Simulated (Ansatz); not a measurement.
# ScPb3Cl6 (element-swapped structure): how the settings move a single-point run

Aim: see which settings change the result for ScPb3Cl6 (element-swapped structure), by how much, and at what cost.

Method: reference: DFT PBE, plane waves, PAW, scalar-relativistic, no spin polarisation, in Ansatz 0.2.0.

## Step 1: The system as given

The structure is cubic, space group Fm-3m (No. 225). The conventional cell has a = 10.656 Å, b = 10.656 Å, c = 10.656 Å, α = 90.00°, β = 90.00°, γ = 90.00°. Pb (site symmetry -43m) is surrounded by 12 Cl at 3.77 Å. Around Pb (site symmetry m-3m) lie 6 Cl at 2.79 Å. Cl (site symmetry 4mm) has 1 Sc at 2.54 Å and 1 Pb at 2.79 Å as nearest neighbours. Sc (site symmetry m-3m) has 6 Cl at 2.54 Å as nearest neighbours.

Coordinates:

```cif
data_structure
_symmetry_space_group_name_H-M 'Fm-3m'
_symmetry_Int_Tables_number 225
_cell_length_a 10.6559
_cell_length_b 10.6559
_cell_length_c 10.6559
_cell_angle_alpha 90.000
_cell_angle_beta 90.000
_cell_angle_gamma 90.000
_cell_volume 1209.97
loop_
_atom_site_label
_atom_site_type_symbol
_atom_site_symmetry_multiplicity
_atom_site_Wyckoff_symbol
_atom_site_fract_x
_atom_site_fract_y
_atom_site_fract_z
_atom_site_occupancy
Pb1 Pb 8 c 0.25000 0.75000 0.75000 1
Pb2 Pb 4 b 0.50000 0.00000 0.00000 1
Cl1 Cl 24 e 0.76200 0.00000 0.00000 1
Sc1 Sc 4 a 0.00000 0.00000 0.00000 1
```

## Step 2: Baseline

The input, input.yaml:

```yaml
crystal:
  lattice:
    - [0.0, 5.327965, 5.327965]
    - [5.327965, 0.0, 5.327965]
    - [5.327965, 5.327965, 0.0]
  atoms:
    - { symbol: Pb, position: [0.25, 0.25, 0.25] }
    - { symbol: Pb, position: [0.75, 0.75, 0.75] }
    - { symbol: Pb, position: [0.5, 0.5, 0.5] }
    - { symbol: Cl, position: [0.238, 0.762, 0.762] }
    - { symbol: Cl, position: [0.762, 0.238, 0.762] }
    - { symbol: Cl, position: [0.762, 0.238, 0.238] }
    - { symbol: Cl, position: [0.238, 0.762, 0.238] }
    - { symbol: Cl, position: [0.762, 0.762, 0.238] }
    - { symbol: Cl, position: [0.238, 0.238, 0.762] }
    - { symbol: Sc, position: [0.0, 0.0, 0.0] }
  symmetry: { tolerance: 0.0003 }
kpoints:
  mp_grid: { grid: [3, 3, 3], shift: [0, 0, 0] }
magnetization:
  spin_polarized: false
scf:
  occupations: { method: fermi_dirac, width: 0.1312 }
hamiltonian:
  pseudopotentials: { kind: paw }
  xc: pbe
basis:
  ecutwfc: 420
output:
  forces: true
  stress: true
  eigenvalues: true
```

Command:

```console
$ ansatz run input.yaml --threads 1 --pin off --max-ram 2560MiB --backend cpu --events-out ev --progress --plain --runs-dir out
```

The log of the run, shortened:

```text
Warning: RAYON_NUM_THREADS=1 ignored (pool sized by the plan → 1); use --threads N
band count auto-derived: 59 (N_el = 95.0; filled up to band 48; 58 by the electrons, moments and atoms)
[...]
Pseudopotentials: kind: paw
Pseudopotential: Pb, paw, valence charge 14, recommended cutoff 420 eV (normal), Pb.paw.azcp
Pseudopotential: Cl, paw, valence charge 7, recommended cutoff 420 eV (normal), Cl.paw.azcp
Pseudopotential: Sc, paw, valence charge 11, recommended cutoff 420 eV (normal), Sc.paw.azcp
Functional definition: PBE
[...]
Crystal: 10 atoms, lattice volume = 302.492 Å³
Basis set: ecut = 420 eV, 5961 PW (Γ), exchange–correlation on 108×108×108 points (8 copies of the dense FFT grid, shifted against one another)
Bands: 59, of which v1, the nominal top of the filled ones, is band 48 counted from 1 (47 counted from 0)
Symmetry: 48 space group operations
Space group: Fm-3m (ITA 225), of the structure as read, at distance tolerance 2.0e-3 Å
k-points: 4 of 27
[...]
SCF iter   1: F=—  HF=-44341.459358 eV  |F-HF|=—  |Δ(HF+E_count)|=         —  Δρ=2.99e-3  dr2=9.32e-2  ethr=1.77e-3  ⟨swp⟩=8.2  Hψ=960  notcnv=0
[...]
SCF iter   7: F=-44341.451240 eV  HF=-44341.451240 eV  |F-HF|=4.65e-8  |Δ(HF+E_count)|=   2.04e-7  Δρ=3.93e-6  dr2=7.70e-8  ethr=1.05e-10  ⟨swp⟩=4.8  Hψ=1044  notcnv=0
[...]
SCF converged after 7 iterations
Free energy (F): -44341.451240 eV
[...]
E sigma→0 (E₀):  -44341.191958 eV
Entropy (-TS):   -0.518564 eV (-51.856 meV/atom)
Fermi energy:    6.483017 eV
[...]
--- Forces (eV/Å), atoms counted from 1 ---
  atom   1  Pb    -0.00000000    -0.00000000     0.00000000
  atom   2  Pb     0.00000000     0.00000000    -0.00000000
  atom   3  Pb     0.00000000    -0.00000000    -0.00000000
  atom   4  Cl     0.50974543    -0.00000000     0.00000000
  atom   5  Cl     0.00000000     0.50974543    -0.00000000
  atom   6  Cl    -0.50974543     0.00000000    -0.00000000
  atom   7  Cl     0.00000000    -0.50974543     0.00000000
  atom   8  Cl     0.00000000     0.00000000     0.50974543
[...]
--- Stress (GPa, compression-positive) ---
        0.707013       0.000000       0.000000
       -0.000000       0.707013      -0.000000
       -0.000000       0.000000       0.707013
  P = ⅓ Tr σ = 0.7070 GPa (7.070 kbar)
--- Band table (eV) ---
[...]
```

It took 5.4 s on 1 thread of Intel Xeon Platinum 8375C at 2.90GHz (Ice Lake), shared host; peak memory 0.61 GiB.

## Step 3: Variant: scf.algorithm direct_min, chi_scale 0.1, hubbard.sites [{species: Sc, l: d, u_eff: 8.0}], hubbard.double_counting fll

Changes to input.yaml since step 2:

```diff
@@ -23,2 +23,4 @@
   occupations: { method: fermi_dirac, width: 0.1312 }
+  algorithm: direct_min
+  initial_density: { chi_scale: 0.1 }
 hamiltonian:
@@ -26,2 +28,3 @@
   xc: pbe
+  hubbard: { sites: [{ species: Sc, l: d, u_eff: 8.0 }], double_counting: fll }
 basis:
@@ -32 +35,5 @@
   eigenvalues: true
+  write_density: true
+  write_potential: true
+  elf: true
+  volumetric_format: npy
```

Command:

```console
$ ansatz run input.yaml --threads 1 --pin off --max-ram 2560MiB --backend cpu --events-out ev --progress --plain --runs-dir out
```

The log of the run, shortened:

```text
Warning: RAYON_NUM_THREADS=1 ignored (pool sized by the plan → 1); use --threads N
Pb: projections on atomic orbitals take those of the free atom [Xe 4f14] 5d10 6s2 6p2, of charge +0.00 (hamiltonian.pseudopotentials.projection_atoms); the dataset's partial waves leave at most 2.1e-5 of an orbital's norm unspanned inside its sphere
Cl: projections on atomic orbitals take those of the free atom [Ne] 3s2 3p5, of charge +0.00 (hamiltonian.pseudopotentials.projection_atoms); the dataset's partial waves leave at most 2.1e-7 of an orbital's norm unspanned inside its sphere
Sc: projections on atomic orbitals take those of the free atom [Ne] 3s2 3p6 3d1 4s2, of charge +0.00 (hamiltonian.pseudopotentials.projection_atoms); the dataset's partial waves leave at most 3.7e-7 of an orbital's norm unspanned inside its sphere
band count auto-derived: 59 (N_el = 95.0; filled up to band 48; 58 by the electrons, moments and atoms)
[...]
Free energy (F): -44336.941783 eV
[...]
E sigma→0 (E₀):  -44336.706852 eV
Entropy (-TS):   -0.469862 eV (-46.986 meV/atom)
Fermi energy:    6.734049 eV
[...]
--- Forces (eV/Å), atoms counted from 1 ---
  atom   1  Pb    -0.00000000    -0.00000000    -0.00000000
  atom   2  Pb     0.00000000    -0.00000000    -0.00000000
  atom   3  Pb     0.00000000     0.00000000     0.00000000
  atom   4  Cl     0.11184027     0.00000000    -0.00000000
  atom   5  Cl    -0.00000000     0.11184027     0.00000000
  atom   6  Cl    -0.11184027     0.00000000     0.00000000
  atom   7  Cl     0.00000000    -0.11184027     0.00000000
  atom   8  Cl    -0.00000000    -0.00000000     0.11184027
[...]
--- Stress (GPa, compression-positive) ---
        2.188001       0.000000      -0.000000
        0.000000       2.188001      -0.000000
        0.000000      -0.000000       2.188001
  P = ⅓ Tr σ = 2.1880 GPa (21.880 kbar)
--- Band table (eV) ---
[...]
Occupation matrices written to <dir>
```

Run time: 27 s. Hardware: 1 thread of Intel Xeon Platinum 8375C at 2.90GHz (Ice Lake), shared host; peak memory 0.71 GiB.

Changing the solver, start and Hubbard U moves the energy by +450.9 meV/atom, and the pressure goes from 0.7 to 2.2 GPa and the largest force goes from 0.51 to 0.11 eV/Å. The U term adds an energy of its own, so the shift says nothing about which run is better.

## Step 4: Changed: occupations.method tetrahedron, width left out

Changes to input.yaml since step 2:

```diff
@@ -22,3 +22,3 @@
 scf:
-  occupations: { method: fermi_dirac, width: 0.1312 }
+  occupations: { method: tetrahedron }
 hamiltonian:
```

Command:

```console
$ ansatz run input.yaml --threads 1 --pin off --max-ram 2560MiB --backend cpu --events-out ev --progress --plain --runs-dir out
```

The log of the run, shortened:

```text
Warning: output.forces, output.stress, relax.cell or npt_langevin: where a Kohn–Sham band that disperses or a degenerate level is filled in part under the method tetrahedron, the forces or the stress that this run publishes need not agree with its energy (scf.occupations.method in the [...]
Warning: RAYON_NUM_THREADS=1 ignored (pool sized by the plan → 1); use --threads N
band count auto-derived: 60 (N_el = 95.0; filled up to band 48; 58 by the electrons, moments and atoms)
[...]
Pseudopotentials: kind: paw
Pseudopotential: Pb, paw, valence charge 14, recommended cutoff 420 eV (normal), Pb.paw.azcp
Pseudopotential: Cl, paw, valence charge 7, recommended cutoff 420 eV (normal), Cl.paw.azcp
Pseudopotential: Sc, paw, valence charge 11, recommended cutoff 420 eV (normal), Sc.paw.azcp
Functional definition: PBE
[...]
Crystal: 10 atoms, lattice volume = 302.492 Å³
Basis set: ecut = 420 eV, 5961 PW (Γ), exchange–correlation on 108×108×108 points (8 copies of the dense FFT grid, shifted against one another)
[...]
SCF converged after 8 iterations
Stability not checked: this state was not tested for a lower state beside it, because cold or Methfessel-Paxton smearing, or corrected tetrahedra, fill the levels in a way that the test cannot read (fill_not_monotonic; see scf.lower_state_search)
Free energy (F): -44341.180611 eV
[...]
E sigma→0 (E₀):  -44341.180611 eV
Entropy (-TS):   -0.001361 eV (-0.136 meV/atom)
Fermi energy:    6.531877 eV
[...]
--- Forces (eV/Å), atoms counted from 1 ---
  atom   1  Pb     0.00000000     0.00000000    -0.00000000
  atom   2  Pb     0.00000000     0.00000000     0.00000000
  atom   3  Pb     0.00000000    -0.00000000    -0.00000000
  atom   4  Cl     0.51397083     0.00000000     0.00000000
  atom   5  Cl     0.00000000     0.51397083     0.00000000
  atom   6  Cl    -0.51397083    -0.00000000    -0.00000000
  atom   7  Cl    -0.00000000    -0.51397083     0.00000000
  atom   8  Cl     0.00000000     0.00000000     0.51397083
[...]
--- Stress (GPa, compression-positive) ---
        0.545501      -0.000000      -0.000000
       -0.000000       0.545501       0.000000
        0.000000      -0.000000       0.545501
  P = ⅓ Tr σ = 0.5455 GPa (5.455 kbar)
--- Band table (eV) ---
[...]
```

Run time: 5.1 s. Hardware: 1 thread of Intel Xeon Platinum 8375C at 2.90GHz (Ice Lake), shared host; peak memory 0.6 GiB.

Changing the smearing moves the energy by +1.1 meV/atom (σ→0 values). Cost: 8 SCF cycles against 7.

## Step 5: Variant: mp_grid.shift [0.5, 0.5, 0.5], ecutwfc 550 eV

Changes to input.yaml since step 2:

```diff
@@ -18,3 +18,3 @@
 kpoints:
-  mp_grid: { grid: [3, 3, 3], shift: [0, 0, 0] }
+  mp_grid: { grid: [3, 3, 3], shift: [0.5, 0.5, 0.5] }
 magnetization:
@@ -27,3 +27,3 @@
 basis:
-  ecutwfc: 420
+  ecutwfc: "550 eV"
 output:
@@ -32 +32,5 @@
   eigenvalues: true
+  write_density: true
+  write_potential: true
+  elf: true
+  volumetric_format: npy
```

Command:

```console
$ ansatz run input.yaml --threads 1 --pin off --max-ram 2560MiB --backend cpu --events-out ev --progress --plain --runs-dir out
```

The log of the run, shortened:

```text
Warning: crystal.symmetry: narrowed to the stabiliser of the k-point mesh — unitary ops 48 → 12; excluded 36 operations that carry a point of the 3×3×3 mesh (shift [0.5, 0.5, 0.5]) off the mesh (the run samples exactly the mesh kpoints.mp_grid names, as under crystal.symmetry.detect: [...]
Warning: RAYON_NUM_THREADS=1 ignored (pool sized by the plan → 1); use --threads N
band count auto-derived: 59 (N_el = 95.0; filled up to band 48; 58 by the electrons, moments and atoms)
[...]
Pseudopotentials: kind: paw
Pseudopotential: Pb, paw, valence charge 14, recommended cutoff 420 eV (normal), Pb.paw.azcp
Pseudopotential: Cl, paw, valence charge 7, recommended cutoff 420 eV (normal), Cl.paw.azcp
Pseudopotential: Sc, paw, valence charge 11, recommended cutoff 420 eV (normal), Sc.paw.azcp
Functional definition: PBE
[...]
Crystal: 10 atoms, lattice volume = 302.492 Å³
Basis set: ecut = 550 eV, 8801 PW (Γ), exchange–correlation on 120×120×120 points (8 copies of the dense FFT grid, shifted against one another)
[...]
SCF iter   7: F=-44341.474594 eV  HF=-44341.474594 eV  |F-HF|=2.60e-8  |Δ(HF+E_count)|=   1.66e-7  Δρ=3.68e-6  dr2=7.46e-8  ethr=1.05e-10  ⟨swp⟩=8.5  Hψ=2791  notcnv=0
[...]
SCF converged after 7 iterations
Free energy (F): -44341.474594 eV
[...]
E sigma→0 (E₀):  -44341.221238 eV
Entropy (-TS):   -0.506711 eV (-50.671 meV/atom)
Fermi energy:    6.492543 eV
[...]
--- Forces (eV/Å), atoms counted from 1 ---
  atom   1  Pb    -0.00054731    -0.00054731    -0.00054731
  atom   2  Pb     0.00054731     0.00054731     0.00054731
  atom   3  Pb     0.00000000    -0.00000000     0.00000000
  atom   4  Cl     0.50209202    -0.00084271    -0.00084271
  atom   5  Cl    -0.00084271     0.50209202    -0.00084271
  atom   6  Cl    -0.50209202     0.00084271     0.00084271
  atom   7  Cl     0.00084271    -0.50209202     0.00084271
  atom   8  Cl    -0.00084271    -0.00084271     0.50209202
[...]
--- Stress (GPa, compression-positive) ---
        0.660412      -0.037185      -0.037185
       -0.037185       0.660412      -0.037185
       -0.037185      -0.037185       0.660412
  P = ⅓ Tr σ = 0.6604 GPa (6.604 kbar)
--- Band table (eV; the first three rows and the last of 6) ---
[...]
```

It took 17 s on 1 thread of Intel Xeon Platinum 8375C at 2.90GHz (Ice Lake), shared host; peak memory 0.74 GiB.

Changing the k-point mesh and cutoff moves the energy by -2.3 meV/atom. More than one kind of setting changed, and this run alone doesn't tell their shares apart.

## Step 6: Variant: xc lda

Changes to input.yaml since step 2:

```diff
@@ -25,3 +25,3 @@
   pseudopotentials: { kind: paw }
-  xc: pbe
+  xc: lda
 basis:
```

Command:

```console
$ ansatz run input.yaml --threads 1 --pin off --max-ram 2560MiB --backend cpu --events-out ev --progress --plain --runs-dir out
```

The log of the run, shortened:

```text
Warning: RAYON_NUM_THREADS=1 ignored (pool sized by the plan → 1); use --threads N
band count auto-derived: 59 (N_el = 95.0; filled up to band 48; 58 by the electrons, moments and atoms)
[...]
Pseudopotentials: kind: paw
Pseudopotential: Pb, paw, valence charge 14, recommended cutoff 420 eV (normal), Pb.paw.azcp
Pseudopotential: Cl, paw, valence charge 7, recommended cutoff 420 eV (normal), Cl.paw.azcp
Pseudopotential: Sc, paw, valence charge 11, recommended cutoff 420 eV (normal), Sc.paw.azcp
Functional definition: SPW92
[...]
Crystal: 10 atoms, lattice volume = 302.492 Å³
Basis set: ecut = 420 eV, 5961 PW (Γ)
Bands: 59, of which v1, the nominal top of the filled ones, is band 48 counted from 1 (47 counted from 0)
Symmetry: 48 space group operations
Space group: Fm-3m (ITA 225), of the structure as read, at distance tolerance 2.0e-3 Å
k-points: 4 of 27
[...]
SCF converged after 8 iterations
Free energy (F): -43169.180241 eV
[...]
E sigma→0 (E₀):  -43168.929115 eV
Entropy (-TS):   -0.502251 eV (-50.225 meV/atom)
Fermi energy:    6.046406 eV
[...]
--- Forces (eV/Å), atoms counted from 1 ---
  atom   1  Pb     0.00000000     0.00000000     0.00000000
  atom   2  Pb     0.00000000     0.00000000     0.00000000
  atom   3  Pb     0.00000000    -0.00000000    -0.00000000
  atom   4  Cl     0.56637533     0.00000000    -0.00000000
  atom   5  Cl    -0.00000000     0.56637533     0.00000000
  atom   6  Cl    -0.56637533    -0.00000000    -0.00000000
  atom   7  Cl    -0.00000000    -0.56637533     0.00000000
  atom   8  Cl    -0.00000000    -0.00000000     0.56637533
[...]
--- Stress (GPa, compression-positive) ---
       -2.970728       0.000000       0.000000
       -0.000000      -2.970728       0.000000
        0.000000      -0.000000      -2.970728
  P = ⅓ Tr σ = -2.9707 GPa (-29.707 kbar)
--- Band table (eV) ---
[...]
```

It took 4.8 s on 1 thread of Intel Xeon Platinum 8375C at 2.90GHz (Ice Lake), shared host; peak memory 0.57 GiB.

Total energies don't compare across a change of functional; the pressure goes from 0.7 to -3.0 GPa and the largest force goes from 0.51 to 0.57 eV/Å. At this fixed cell a lower pressure means that this functional prefers a smaller volume than the reference.

## Step 7: Comparison

```csv
run,ending,energy change,pressure (GPa),gap (eV),force (eV/Å),cycles,time
reference,converged,0,0.7,0.00,0.51,7,5.4 s
"1: scf.algorithm direct_min, chi_scale 0.1, hubbard.sites [{species: Sc, l: d, u_eff: 8.0}], hubbard.double_counting fll",converged,+450.9 meV/atom (U changed: no physical gain or loss),2.2,0.00,0.11,7,27 s
"2: occupations.method tetrahedron, width left out",converged,+1.1 meV/atom (σ→0),0.5,0.00,0.51,8,5.1 s
"3: mp_grid.shift [0.5, 0.5, 0.5], ecutwfc 550 eV",converged,-2.3 meV/atom,0.7,0.00,0.50,7,17 s
4: xc lda,converged,not comparable,-3.0,0.00,0.57,8,4.8 s
```

Times don't compare one to one where runs were asked for different outputs or read a saved state (see the inputs); cycles may leave out searches for a lower state.

Residual by cycle in the longest SCF loop of each run; runs are numbered as in the table. The quantity is the density residual dr2, in eV.

```csv
cycle,reference,run 1,run 2,run 3,run 4
1,0.0932,7.89,0.217,0.0839,0.225
2,0.0511,5.57,0.0143,0.0407,0.0766
3,0.00123,0.0323,0.00721,0.0012,0.00639
4,8.3e-5,2.6e-4,4.1e-4,8.9e-5,0.00117
5,1.2e-5,7.0e-6,6.1e-5,1.3e-5,5.7e-5
6,1.2e-6,2.3e-7,3.5e-6,1.1e-6,8.0e-6
7,7.7e-8,1.1e-8,3.6e-7,7.5e-8,3.6e-7
8,-,-,2.9e-8,-,3.3e-8
```

What this shows: A changed U is a change of model: its shifts are not errors of convergence.

The reference is no final answer either: it is run without spin, though an odd electron count or open d shells could carry moments; its mesh is coarse for a cell with so small a gap or none; the structure is made up and not relaxed.
